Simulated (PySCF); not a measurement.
# C6H7FGe: the cost of one run

Programs: PySCF 2.14.0, with density-fitted response routines of our own. Each step states its level of theory. These are calculated values for one molecule in the gas phase, unless marked as measured. Atoms count from 0, in the outputs and in this text.

### Step 1. The molecule as given

15 atoms, charge 0, multiplicity 1; geometry from: GFN2-xTB.

Bonds of the start (Å): C0–C1 1.20, C1–Ge2 1.90, Ge2–C3 1.89, C3–C4 1.21, C4–C5 1.45, C5–C6 1.53, C6–F7 1.37, C0–H8 1.05, Ge2–H9 1.50, Ge2–H10 1.50, C5–H11 1.09, C5–H12 1.09, C6–H13 1.09, C6–H14 1.09.

### Step 2. Ultraviolet spectrum: PBE0/def2-SVPD

What the job is given:

```
{"job": {"kind": "uv", "xc": "PBE0", "basis": "def2-SVPD", "nstates": 8, "ntriplets": 3}, "charge": 0, "multiplicity": 1}
C      3.863919     0.489370    -0.874462
C      3.106108    -0.366519    -0.500695
Ge     1.921796    -1.723503     0.091452
C      0.191360    -0.977375     0.278966
C     -0.914642    -0.513902     0.402526
C     -2.238746     0.055506     0.547585
C     -2.228191     1.537652     0.178084
F     -3.488593     2.063304     0.323856
H      4.529180     1.237175    -1.201750
H      1.882923    -2.821908    -0.925449
H      2.388314    -2.235869     1.418669
H     -2.576001    -0.057240     1.582208
H     -2.940588    -0.474827    -0.102799
H     -1.564323     2.108844     0.835121
H     -1.936930     1.687281    -0.866640
```

Method: TDDFT PBE0/def2-SVPD, vertical, gas phase, core orbitals frozen in the response.

On the command line:

```bash
$ OMP_NUM_THREADS=1 python probes_run.py task.json out
```

This one command runs all jobs of the session in turn.

**Question.** How long does this job take on 1 thread of Arm Neoverse V2, shared host, and how much memory does it need?

About 61 s, with a peak of 0.95 GiB.
